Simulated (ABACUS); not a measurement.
Runs of ABACUS 3.10.1 on SiSe. The structure is hexagonal, space group P-6m2 (No. 187). The conventional cell has a = 3.595 Å, b = 3.595 Å, c = 3.599 Å, α = 90.00°, β = 90.00°, γ = 120.00°. Around Si (site symmetry -6m2) lie 6 Se at 2.75 Å. Se (site symmetry -6m2) is surrounded by 6 Si at 2.75 Å. The cell was built by a generator and needn't be a form met in nature.

```tsv
level	gap on the mesh (eV)	pressure (GPa)
PBE	none	1.7
LDA	none	-1.8
revPBE	none	2.5
PBEsol	none	(a)
AM05	none	(b)
```

Alike in all rows: task single point; potentials or basis PseudoDojo NC SR 0.4.1 PBE standard, DZP LCAO (the cutoffs set its grid); no spin polarisation; cell as given; k mesh 9 × 9 × 7; cutoff (eV) 1361; smearing fermi-dirac 0.05 eV.

Estimate the missing entries.

(a) -1.2; (b) -1.7.

Caveats: the atomic orbitals were generated for these runs and aren't a published set; the basis of atomic orbitals isn't converged, which shifts pressures, moduli and gaps; the potentials were made for another functional, which shifts forces and pressure (some runs).

A k mesh can miss the band edges, and the runs leave out spin-orbit coupling on Se.

A gap of «none» marks a metal or a gap under the smearing width.

Not every run made on this cell is shown here.
